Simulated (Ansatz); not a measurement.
Write a Python script for Ansatz 0.2.0 through its Python package that makes energies of removing a hydrogen of ClFHISi, SMILES F[SiH](Cl)I. Settings (for the species named): PBE, def2-SVP basis, multiplicity 1, D4 dispersion.

`clfhisi.xyz`
```text
5

F     0.65320    0.40660   -1.49780
Si    0.06080    0.14560   -0.03300
Cl    1.43240   -0.93150    0.98170
I    -1.94280   -1.11160   -0.16940
H    -0.15370    1.41730    0.67720
```

`clfhisi.py`:
```python
import ansatz as az

BASIS_SET = "def2-SVP"
FUNCTIONAL = "pbe"
DISPERSION = "d4"


def energy_of(molecule, charge=0, unpaired=0):
    calc = (
        molecule.calculation()
        .basis(gaussian=BASIS_SET)
        .functional(FUNCTIONAL, dispersion=DISPERSION)
    )
    if charge:
        calc = calc.charge(charge)
    if unpaired:
        calc = calc.spin("collinear", total=unpaired)
    return calc.run(threads=1).report["free_energy_ev"]

def without(molecule, index):
    rest = az.Crystal.molecule()
    for i, site in enumerate(molecule.cartesian_sites):
        if i != index:
            rest = rest.atom(site.symbol, site.position_ang)
    return rest


def main() -> None:
    mol = az.Crystal.molecule_from_extxyz("clfhisi.xyz")

    whole = energy_of(mol, 0)
    hydrogen = energy_of(az.Crystal.molecule().atom("H", (0, 0, 0)), 0, 1)
    print(f"E(molecule) = {whole:.5f} eV, E(H) = {hydrogen:.5f} eV")
    for index in [4]:
        radical = energy_of(without(mol, index), 0, 1)
        print(f"H{index}: homolysis {23.060548 * (radical + hydrogen - whole):.1f} kcal/mol")


if __name__ == "__main__":
    main()
```

```console
$ python clfhisi.py
E(molecule) = -31217.49459 eV, E(H) = -13.56840 eV
H4: homolysis 88.8 kcal/mol
```

Caveats:
- Total energies depend on the basis set; only differences at equal settings carry meaning.
- The geometry is a force-field or estimated start, not a minimum of this method, and the basis set is short of its limit. All parts are taken at fixed geometry, without zero-point energy.
- def2 sets replace the cores of elements past krypton by effective core potentials.
- This functional overbinds, so such energies come out a few per cent too high (LDA far more).
- The spin-orbit lowering of heavy atoms is left out.
- Timing: 5.3 s on 1 thread of Arm Neoverse V1 (shared host), peak memory 0.19 GiB.

(Lines on the test bed's own set-up are left out of the output.)
